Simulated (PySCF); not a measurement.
**C₅H₅S₂ radical: EPR parameters**

Wanted: the EPR parameters of C₅H₅S₂ radical (`CSc1c[c]cs1`), by calculation.

Computed with PySCF 2.14.0, with density-fitted response routines of our own, on a single molecule in the gas phase. Atoms are numbered from 0 throughout.

## Step 1: Starting geometry

12 atoms, charge 0, multiplicity 2; geometry from: GFN2-xTB.

Bonds of the start (Å): C0–S1 1.81, S1–C2 1.75, C2–C3 1.37, C3–C4 1.40, C4–C5 1.32, C5–S6 1.77, S6–C2 1.75, C0–H7 1.09, C0–H8 1.09, C0–H9 1.09, C3–H10 1.07, C5–H11 1.07.

## Step 2: EPR parameters: B3LYP/pcH-1

The job: settings as JSON, then the geometry in Å.

```
{"job": {"kind": "epr", "basis": "pcH-1"}, "charge": 0, "multiplicity": 2}
C     -1.309027    -1.586651    -1.162838
S     -1.777408    -0.410513     0.136627
C     -0.240749     0.358531     0.464115
C     -0.031821     1.344135     1.391112
C      1.312360     1.719553     1.385086
C      2.139907     1.116497     0.545987
S      1.224261    -0.074954    -0.384443
H     -0.564922    -2.277358    -0.776520
H     -2.215767    -2.119256    -1.431425
H     -0.921318    -1.045643    -2.021586
H     -0.799616     1.753314     2.017656
H      3.185299     1.221659     0.354333
```

Level: UKS B3LYP, pcH-1 on C H S, non-relativistic, mean-field spin-orbit, GIAO.

What will the session give for the following? g(iso) (B3LYP); ⟨S²⟩; largest a(iso) (averaged by class). Wanted: g(iso); ⟨S²⟩; largest a(iso).

The runs gave:

```
                          quantity                 value
                    g(iso) (B3LYP)               2.00115
                              ⟨S²⟩    0.757 (exact 0.75)
largest a(iso) (averaged by class)  13C on C4, 409.7 MHz
```

**Reading.** Most of the unpaired spin sits on C4 (0.97 e). The isotropic g lies 1.2 ppt below the free-electron value.
